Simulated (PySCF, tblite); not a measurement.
# C6H6F2: geometry, infrared bands, NMR shifts, spin-spin couplings and electronic excitations, part 2 of 2

tblite 0.8.0 and PySCF 2.14.0. Atoms count from 0. Earlier steps stand in the parts before.

**6. J couplings: B3LYP/pcJ-1**

The job: settings as JSON, then the geometry in Å.

```
{"job": {"kind": "j", "xc": "B3LYP", "basis": "pcJ-1"}, "charge": 0, "multiplicity": 1}
C      1.014919     2.927875     0.261978
C      0.956637     1.625426    -0.057714
C      0.014361     0.680788     0.501098
C     -0.027546    -0.625656     0.158684
C     -0.965826    -1.578990     0.698784
C     -0.995134    -2.865870     0.338684
F     -0.184227    -3.416979    -0.531611
F     -1.840877    -3.748523     0.803901
H      0.327257     3.364536     0.992793
H      1.747976     3.595670    -0.195673
H      1.662713     1.225337    -0.795674
H     -0.700132     1.064044     1.239831
H      0.689402    -0.999585    -0.580380
H     -1.706225    -1.264045     1.436891
```

Method: B3LYP/pcJ-1 indirect spin-spin coupling, non-relativistic, gas phase.

Standard output:

```text
coarse grid: 12408 points
cycle   1  E = -431.6930198933  dE =  1.125e+00  |g| = 7.895e-01  |ddm| = 3.400e+00
cycle   2  E = -431.4252981561  dE =  2.677e-01  |g| = 1.349e+00  |ddm| = 1.403e+00
cycle   3  E = -431.8136103994  dE = -3.883e-01  |g| = 1.818e-01  |ddm| = 1.067e+00
cycle   4  E = -431.8199929901  dE = -6.383e-03  |g| = 9.976e-02  |ddm| = 2.639e-01
cycle   5  E = -431.8222124510  dE = -2.219e-03  |g| = 2.852e-02  |ddm| = 9.084e-02
cycle   6  E = -431.8223911316  dE = -1.787e-04  |g| = 6.988e-03  |ddm| = 2.377e-02
cycle   7  E = -431.8224015301  dE = -1.040e-05  |g| = 3.369e-03  |ddm| = 7.503e-03
cycle   8  E = -431.8224043496  dE = -2.819e-06  |g| = 5.455e-04  |ddm| = 3.233e-03
final grid: 122688 points
cycle   9  E = -431.8908672485  dE = -1.713e-04  |g| = 6.732e-03  |ddm| = 2.226e-02
cycle  10  E = -431.8908576698  dE =  9.579e-06  |g| = 9.619e-03  |ddm| = 1.128e-02
cycle  11  E = -431.8908756634  dE = -1.799e-05  |g| = 1.503e-03  |ddm| = 7.839e-03
cycle  12  E = -431.8908760676  dE = -4.041e-07  |g| = 7.111e-04  |ddm| = 1.744e-03
cycle  13  E = -431.8908761790  dE = -1.115e-07  |g| = 2.296e-04  |ddm| = 6.155e-04
cycle  14  E = -431.8908761905  dE = -1.149e-08  |g| = 2.622e-05  |ddm| = 1.779e-04
cycle  15  E = -431.8908761906  dE = -1.234e-10  |g| = 1.416e-05  |ddm| = 2.798e-05
converged SCF energy = -431.8908761906

Indirect spin-spin couplings (Hz)
  i      j    bonds     total        FC       PSO       DSO        SD
  0 C    1 C    1     77.000    86.425    -9.562     0.137         -
  0 C    2 C    2      0.117     0.045     0.117    -0.045         -
  0 C    3 C    3      9.229     8.678     0.629    -0.078         -
  0 C    4 C    4     -1.399    -1.424     0.066    -0.041         -
  0 C    5 C    5      1.751     1.838    -0.056    -0.030         -
  0 C    6 F    6      8.270     2.125     0.277    -0.120     5.989
  0 C    7 F    6      8.734     2.582    -0.667    -0.138     6.957
  0 C    8 H    1    165.597   164.587     0.480     0.531         -
  0 C    9 H    1    171.899   170.915     0.489     0.495         -
  0 C   10 H    2      0.117     1.781    -1.148    -0.516         -
  0 C   11 H    3      5.775     6.063    -0.244    -0.043         -
  0 C   12 H    4     -1.640    -1.742     0.360    -0.258         -
  0 C   13 H    5      0.416     0.404     0.140    -0.128         -
  1 C    2 C    1     62.588    65.763    -3.387     0.212         -
  1 C    3 C    2      1.528     1.573    -0.032    -0.014         -
  1 C    4 C    3      9.102     8.995     0.152    -0.046         -
  1 C    5 C    4     -1.215    -1.217     0.026    -0.025         -
  1 C    6 F    5     -5.235    -2.436     0.010    -0.073    -2.736
  1 C    7 F    5     -5.152    -1.846     0.167    -0.165    -3.309
  1 C    8 H    2     -2.081    -0.269    -1.316    -0.496         -
  1 C    9 H    2     -0.845     0.859    -1.193    -0.511         -
  1 C   10 H    1    158.925   157.815     0.302     0.808         -
  1 C   11 H    2      4.057     4.716    -0.387    -0.271         -
  1 C   12 H    3      8.966     9.110    -0.248     0.103         -
  1 C   13 H    4     -0.805    -0.822     0.212    -0.195         -
  2 C    3 C    1     79.673    88.511    -9.046     0.208         -
  2 C    4 C    2      1.665     1.783    -0.116    -0.002         -
  2 C    5 C    3     10.313     9.571     0.782    -0.040         -
  2 C    6 F    4      8.724     3.126    -2.060    -0.187     7.845
  2 C    7 F    4     20.238     4.833     4.315    -0.225    11.314
  2 C    8 H    3      9.832     9.976    -0.163     0.019         -
  2 C    9 H    3     14.720    14.805     0.381    -0.467         -
  2 C   10 H    2      4.543     5.188    -0.388    -0.256         -
  2 C   11 H    1    158.917   157.715     0.321     0.882         -
  2 C   12 H    2     -1.147     0.480    -1.300    -0.327         -
  2 C   13 H    3      5.617     5.941    -0.374     0.050         -
  3 C    4 C    1     67.534    70.559    -3.276     0.252         -
  3 C    5 C    2      0.454     0.362     0.049     0.043         -
  3 C    6 F    3     -7.623    -0.534    -1.256     0.070    -5.903
  3 C    7 F    3     -2.859     3.096     0.626    -0.333    -6.248
  3 C    8 H    4     -1.891    -2.007     0.356    -0.239         -
  3 C    9 H    4     -0.824    -0.895     0.356    -0.285         -
  3 C   10 H    3      5.853     6.120    -0.346     0.079         -
  3 C   11 H    2     -0.027     1.575    -1.258    -0.343         -
  3 C   12 H    1    161.829   160.640     0.226     0.963         -
  3 C   13 H    2     -0.109     0.461    -0.320    -0.250         -
  4 C    5 C    1    121.530   128.534    -7.362     0.358         -
  4 C    6 F    2     19.918    29.698   -21.052    -0.236    11.508
  4 C    7 F    2     32.316    38.991   -18.892    -0.240    12.456
  4 C    8 H    5      1.274     1.270     0.084    -0.081         -
  4 C    9 H    5      1.650     1.652     0.183    -0.185         -
  4 C   10 H    4     -0.928    -0.949     0.194    -0.173         -
  4 C   11 H    3      8.888     9.029    -0.278     0.137         -
  4 C   12 H    2      3.313     3.824    -0.349    -0.161         -
  4 C   13 H    1    169.230   167.618     0.595     1.017         -
  5 C    6 F    1   -377.916  -336.408   -32.902     1.063    -9.669
  5 C    7 F    1   -374.227  -331.275   -32.785     1.036   -11.203
  5 C    8 H    6     -1.198    -1.191     0.079    -0.087         -
  5 C    9 H    6     -1.185    -1.151     0.088    -0.122         -
  5 C   10 H    5      0.530     0.522     0.068    -0.061         -
  5 C   11 H    4     -1.507    -1.643     0.265    -0.129         -
  5 C   12 H    3      4.946     5.178    -0.421     0.189         -
  5 C   13 H    2      0.796     2.113    -1.286    -0.032         -
  6 F    7 F    2    -99.475     8.850  -111.652    -1.032     4.360
  6 F    8 H    7     -1.743    -1.506     0.436    -0.473    -0.200
  6 F    9 H    7     -1.648    -1.610     0.368    -0.413     0.007
  6 F   10 H    6      0.451     0.792    -0.148     0.015    -0.208
  6 F   11 H    5     -1.434    -0.727     0.529    -0.933    -0.303
  6 F   12 H    4      2.360     2.524    -1.019     1.246    -0.391
  6 F   13 H    3     20.145    25.218    -3.040    -2.361     0.328
  7 F    8 H    7     -1.930    -1.703     0.265    -0.408    -0.084
  7 F    9 H    7     -1.965    -1.684     0.375    -0.548    -0.108
  7 F   10 H    6      0.611     0.739     0.778    -0.640    -0.266
  7 F   11 H    5     -1.390    -2.022     1.252    -0.590    -0.030
  7 F   12 H    4     -0.742     0.632     0.210    -1.375    -0.209
  7 F   13 H    3     -0.134     3.295    -2.323    -0.114    -0.993
  8 H    9 H    2      1.429     1.190     3.763    -3.524         -
  8 H   10 H    3     18.147    18.654     2.705    -3.212         -
  8 H   11 H    4     -1.145    -1.153    -1.262     1.269         -
  8 H   12 H    5      1.049     1.128     1.041    -1.119         -
  8 H   13 H    6     -0.270    -0.261     0.052    -0.061         -
  9 H   10 H    3     11.498    11.915     0.193    -0.609         -
  9 H   11 H    4     -1.352    -1.185     1.495    -1.662         -
  9 H   12 H    5      1.099     1.153     0.694    -0.748         -
  9 H   13 H    6     -0.346    -0.297     0.683    -0.732         -
 10 H   11 H    3     11.881    12.083     2.688    -2.890         -
 10 H   12 H    4     -0.895    -0.984    -1.654     1.744         -
 10 H   13 H    5      0.178     0.236     0.994    -1.051         -
 11 H   12 H    3     16.346    16.773     2.538    -2.965         -
 11 H   13 H    4     -0.775    -0.839    -1.454     1.517         -
 12 H   13 H    3     12.905    13.049     2.598    -2.742         -
```

It took 31 s on 1 thread of AMD EPYC 9R45, shared host; peak memory 1.1 GiB.

A choice of the couplings up to four bonds, sorted by the number of bonds; isotopes 13C, 19F, 1H:

```tsv
pair	bonds	J (Hz)	Fermi contact (Hz)	dihedral (°)
C5–F6	1	-377.9	-336.4	–
C5–F7	1	-374.2	-331.3	–
C0–H9	1	171.9	170.9	–
C4–H13	1	169.2	167.6	–
C0–H8	1	165.6	164.6	–
C3–H12	1	161.8	160.6	–
C1–H10	1	158.9	157.8	–
C2–H11	1	158.9	157.7	–
C4–C5	1	121.5	128.5	–
F6–F7	2	-99.5	8.8	–
C4–F7	2	32.3	39.0	–
C4–F6	2	19.9	29.7	–
C2–H10	2	4.5	5.2	–
C1–H11	2	4.1	4.7	–
C4–H12	2	3.3	3.8	–
C1–H8	2	-2.1	-0.3	–
C2–C4	2	1.7	1.8	–
C1–C3	2	1.5	1.6	–
F6–H13	3	20.1	25.2	180
H8–H10	3	18.1	18.7	180
H11–H12	3	16.3	16.8	180
C2–H9	3	14.7	14.8	-180
H12–H13	3	12.9	13.0	-180
H10–H11	3	11.9	12.1	-180
H9–H10	3	11.5	11.9	0
C2–C5	3	10.3	9.6	180
C2–H8	3	9.8	10.0	0
C2–F7	4	20.2	4.8	–
C2–F6	4	8.7	3.1	–
F6–H12	4	2.4	2.5	–
C3–H8	4	-1.9	-2.0	–
C0–H12	4	-1.6	-1.7	–
C5–H11	4	-1.5	-1.6	–
C0–C4	4	-1.4	-1.4	–
H9–H11	4	-1.4	-1.2	–
C1–C5	4	-1.2	-1.2	–
```

The spin-dipole term was solved for some atoms only; pairs without it lack that part.

Shifts (PBE0/pcSseg-1, scaled to CDCl3) and these couplings together give the proton spectrum at 600 MHz below. H–H couplings in it are scaled by factors fitted to measured ones, so they differ from the table.

¹H NMR δ 6.34 (m, 1H), 6.11 (m, 1H), 6.03 (m, 1H), 5.36 (dq, J = 16.6, 1.2 Hz, 1H), 5.31 (dq, J = 10.5, 1.3 Hz, 1H), 4.88 (m, 1H).

**7. Excited states and response: CAM-B3LYP/def2-SVPD**

Same as in step 6 but for these lines:

```diff
@@ -1,2 +1,2 @@
-{"job": {"kind": "j", "xc": "B3LYP", "basis": "pcJ-1"}, "charge": 0, "multiplicity": 1}
+{"job": {"kind": "uv", "xc": "CAM-B3LYP", "basis": "def2-SVPD", "ip": true}, "charge": 0, "multiplicity": 1}
 C      1.014919     2.927875     0.261978
```

Level: TDDFT CAM-B3LYP/def2-SVPD, vertical, gas phase, core orbitals frozen in the response.

Standard output:

```text
coarse grid: 12408 points
cycle   1  E = -431.2077508909  dE =  1.318e+00  |g| = 7.162e-01  |ddm| = 6.653e+00
cycle   2  E = -431.1545080615  dE =  5.324e-02  |g| = 9.250e-01  |ddm| = 2.216e+00
cycle   3  E = -431.3227475988  dE = -1.682e-01  |g| = 4.751e-02  |ddm| = 1.400e+00
cycle   4  E = -431.3233017826  dE = -5.542e-04  |g| = 3.921e-02  |ddm| = 1.801e-01
cycle   5  E = -431.3236863707  dE = -3.846e-04  |g| = 8.930e-03  |ddm| = 8.373e-02
cycle   6  E = -431.3237120591  dE = -2.569e-05  |g| = 2.991e-03  |ddm| = 2.467e-02
cycle   7  E = -431.3237156311  dE = -3.572e-06  |g| = 1.050e-03  |ddm| = 8.734e-03
final grid: 122688 points
cycle   8  E = -431.3959436207  dE = -3.271e-05  |g| = 3.927e-03  |ddm| = 1.088e-01
cycle   9  E = -431.3959434236  dE =  1.971e-07  |g| = 4.357e-03  |ddm| = 1.301e-02
cycle  10  E = -431.3959469239  dE = -3.500e-06  |g| = 4.533e-04  |ddm| = 5.561e-03
cycle  11  E = -431.3959469645  dE = -4.067e-08  |g| = 1.392e-04  |ddm| = 9.579e-04
cycle  12  E = -431.3959469696  dE = -5.110e-09  |g| = 4.976e-05  |ddm| = 3.790e-04
cycle  13  E = -431.3959469703  dE = -6.835e-10  |g| = 1.169e-05  |ddm| = 9.753e-05
converged SCF energy = -431.3959469703

Static polarisability (au): isotropic 92.720, principal 47.711 65.192 165.256

Singlet excitations
state   eV       nm        f      main configurations
  1   4.9471    250.6   1.12421   H->L 0.98
  2   6.0813    203.9   0.00227   H->L+1 0.89
  3   6.2944    197.0   0.00001   H->L+2 0.89
  4   6.6069    187.7   0.00384   H->L+3 0.84
  5   6.6296    187.0   0.00324   H-1->L 0.60, H->L+4 0.35
  6   6.9793    177.6   0.00636   H->L+6 0.58, H->L+4 0.21, H-1->L 0.15
  7   7.2307    171.5   0.02072   H->L+5 0.81
  8   7.2544    170.9   0.00799   H->L+4 0.37, H->L+6 0.34, H-1->L 0.20
  9   7.3221    169.3   0.00055   H-2->L 0.83, H-3->L 0.10
 10   7.5811    163.5   0.00941   H->L+7 0.81

Triplet excitations (Tamm-Dancoff, eV): 2.5377 4.2499 5.2781 5.9496
Vertical ionisation energy (delta-SCF) = 8.1342 eV
Vertical electron affinity (delta-SCF) = -0.2205 eV
```

Run time: 54 s. Hardware: 1 thread of AMD EPYC 9R45, shared host; peak memory 1 GiB.

Frontier orbitals and where they lie:

```tsv
orbital	eV	atoms
HOMO−3	-11.50	C2 23 %, C3 22 %, C1 15 %
HOMO−2	-11.50	C1 22 %, C2 19 %, C0 14 %
HOMO−1	-9.83	C1 22 %, C4 20 %, C0 18 %
HOMO	-7.43	C2 17 %, C0 17 %, C3 16 %
LUMO	-0.43	C0 18 %, C3 17 %, C2 16 %
LUMO+1	1.32	C5 38 %, C4 14 %, F6 13 %
LUMO+2	1.66	H11 20 %, H13 12 %, H12 11 %
```

With each of the 10 states as a Gaussian band of 0.4 eV half-width at 1/e, the curve within the window shown has maxima at 250 nm (ε 46,000), 171 nm (ε 1,600) L/(mol cm). Beyond the last state computed it falls off for lack of states. The curve at chosen wavelengths:

```
 nm  ε (L/mol/cm)
157           309
162           828
167          1389
172          1547
177          1230
182           812
187           525
193           319
198           215
203           159
208           184
213           487
218          1634
223          4643
228         10584
233         19632
238         30284
243         39662
248         44925
254         44070
259         38322
264         30184
269         21776
274         14535
279          9056
284          5309
```

Leading natural transition orbitals of singlet state 1: the hole lies on 4 C atoms about 16 % each; C4 10 %; C1 7 %; the particle on 4 C atoms about 16 % each; C1 9 %.

Further results of this job:

```tsv
property	computed
dipole moment (D)	1.13
polarisability (Å³)	13.74
HOMO–LUMO gap (eV)	7.01
−ε(HOMO) (eV)	7.43
```

**8. Nuclear shieldings: B3LYP/pcSseg-1**

Same as in step 7 but for these lines:

```diff
@@ -1,2 +1,2 @@
-{"job": {"kind": "uv", "xc": "CAM-B3LYP", "basis": "def2-SVPD", "ip": true}, "charge": 0, "multiplicity": 1}
+{"job": {"kind": "nmr", "xc": "B3LYP", "basis": "pcSseg-1", "pop": false}, "charge": 0, "multiplicity": 1}
 C      1.014919     2.927875     0.261978
```

With the program's defaults for keys left out, this is: GIAO B3LYP/pcSseg-1 NMR shielding, non-relativistic, gas phase.

Standard output:

```text
coarse grid: 12408 points
cycle   1  E = -431.6455795130  dE =  1.167e+00  |g| = 7.770e-01  |ddm| = 3.542e+00
cycle   2  E = -431.3803853178  dE =  2.652e-01  |g| = 1.331e+00  |ddm| = 1.440e+00
cycle   3  E = -431.7657390433  dE = -3.854e-01  |g| = 1.782e-01  |ddm| = 1.099e+00
cycle   4  E = -431.7723773104  dE = -6.638e-03  |g| = 8.873e-02  |ddm| = 2.684e-01
cycle   5  E = -431.7741589311  dE = -1.782e-03  |g| = 2.706e-02  |ddm| = 8.644e-02
cycle   6  E = -431.7743237017  dE = -1.648e-04  |g| = 6.752e-03  |ddm| = 2.402e-02
cycle   7  E = -431.7743337942  dE = -1.009e-05  |g| = 3.101e-03  |ddm| = 7.672e-03
cycle   8  E = -431.7743362438  dE = -2.450e-06  |g| = 5.050e-04  |ddm| = 3.188e-03
final grid: 122688 points
cycle   9  E = -431.8440587378  dE = -3.254e-05  |g| = 6.464e-03  |ddm| = 2.931e-02
cycle  10  E = -431.8440492046  dE =  9.533e-06  |g| = 9.529e-03  |ddm| = 1.202e-02
cycle  11  E = -431.8440673093  dE = -1.810e-05  |g| = 1.414e-03  |ddm| = 8.237e-03
cycle  12  E = -431.8440677772  dE = -4.679e-07  |g| = 2.712e-04  |ddm| = 1.368e-03
cycle  13  E = -431.8440677901  dE = -1.287e-08  |g| = 1.122e-04  |ddm| = 2.685e-04
cycle  14  E = -431.8440677930  dE = -2.947e-09  |g| = 2.712e-05  |ddm| = 1.141e-04
cycle  15  E = -431.8440677932  dE = -1.686e-10  |g| = 9.845e-06  |ddm| = 2.683e-05
converged SCF energy = -431.8440677932

GIAO shielding tensors (ppm)
atom      isotropic    diamagn.    paramagn.     s11        s22        s33       span
  0 C       55.771     252.301    -196.530    -51.851     66.965    152.199    204.049
  1 C       33.013     253.616    -220.603    -82.049     39.669    141.420    223.469
  2 C       40.314     254.394    -214.080    -57.218     47.396    130.764    187.981
  3 C       48.545     255.126    -206.581    -52.303     49.095    148.843    201.146
  4 C       90.615     255.028    -164.413     30.758     99.267    141.819    111.061
  5 C       10.353     250.295    -239.941    -72.550     44.194     59.417    131.967
  6 F      256.197     477.098    -220.901    196.252    278.832    293.507     97.255
  7 F      257.247     469.910    -212.664    217.981    248.891    304.868     86.887
  8 H       26.074      30.458      -4.384     23.246     25.304     29.671      6.425
  9 H       26.157      27.876      -1.718     23.837     25.289     29.346      5.509
 10 H       25.032      32.029      -6.997     22.499     23.770     28.827      6.328
 11 H       25.344      33.847      -8.502     22.317     24.027     29.689      7.373
 12 H       25.257      34.076      -8.819     22.792     23.003     29.975      7.183
 13 H       26.548      30.510      -3.962     23.665     26.404     29.577      5.912
```

It took 8.7 s on 1 thread of AMD EPYC 9R45, shared host; peak memory 0.76 GiB.

This run: δ C5 168.9, C1 146.2, C2 138.9, C3 130.7, H10 6.35, H12 6.13 ppm.

**9. Run by run: NMR shifts**

Shifts (ppm) of some atoms, chosen among heavy atoms and hydrogens apart, with basis size and wall time:

```tsv
run	C5	C0	C4	H8	H9	F6	F7	functions	time
PBE0/pcSseg-1	166.8	124.4	87.7	5.43	5.37	-81.0	-82.5	166	13 s
B3LYP/pcSseg-1	168.9	123.5	88.6	5.31	5.23	-84.3	-85.3	166	8.7 s
```

**10. Outcome**

The summary covers parts 1 to 2.

| quantity | value |
| --- | --- |
| strongest single infrared mode (GFN2-xTB) | 1720 cm⁻¹, 349 km/mol |
| zero-point energy (GFN2-xTB) | 62.8 kcal/mol |
| point group | Cs |
| rotational constants (main isotopes) | 8.68, 0.69, 0.64 GHz |
| ¹³C shifts against TMS (PBE0/pcSseg-1) | 166.8, 145.4, 138.1, 130.2, 124.4, 87.7 ppm |
| ¹H shifts against TMS (PBE0/pcSseg-1) | 6.46, 6.22, 6.14, 5.43, 5.37, 4.92 ppm |
| ¹⁹F shifts against CFCl3 (PBE0/pcSseg-1) | -81.0, -82.5 ppm |
| surface potential, 1st and 99th percentile | -0.65 V and 1.08 V |
| largest coupling of the table (B3LYP/pcJ-1) | ¹J(C,F) C5–F6, -377.9 Hz |
| lowest singlet (CAM-B3LYP/def2-SVPD) | 4.95 eV (251 nm), f = 1.124 |
| lowest triplet | 2.54 eV |
| vertical ionisation energy (ΔSCF) | 8.13 eV |
| vertical electron affinity (ΔSCF) | -0.22 eV (unbound: the value hangs on the basis) |
| range of the shift of F6 | -84.3 to -81.0 ppm |

In words: Relaxing lowered the energy by 0.529 eV in 41 steps; the close pair that moved most is C3–C4, from 1.477 to 1.437 Å (GFN2-xTB). All 36 modes are real, so the xTB geometry is a minimum. The strongest single mode, at 1720 cm⁻¹, moves mainly C5 and C4. GFN2-xTB is a fitted tight-binding method: band positions and strengths are rough. Its intensities can rank the bands wrongly. Relaxing lowered the energy by 0.197 eV in 11 steps; the close pair that moved most is C3–H12, from 1.042 to 1.095 Å (PBE0/def2-SVP). No frequency check was run at this level, so the end point may be a saddle. At PBE0/pcSseg-1: The widest tensor belongs to C1: span 223 ppm, with a paramagnetic part of -215 ppm. Of the pairs tabulated at B3LYP/pcJ-1, C5–F6 couples most strongly (-377.9 Hz; Fermi contact -336.4 Hz). Couplings across rotatable bonds belong to this one conformer; where others are populated, the observed values are averages. Density functionals describe couplings to fluorine poorly, F–F couplings above all, so those rows are rough. ΔSCF puts the ionisation energy at 8.13 eV, 0.70 eV above −ε(HOMO). Across the 2 runs the shift of F6 moves most, between -84.3 (B3LYP/pcSseg-1) and -81.0 ppm (PBE0/pcSseg-1).
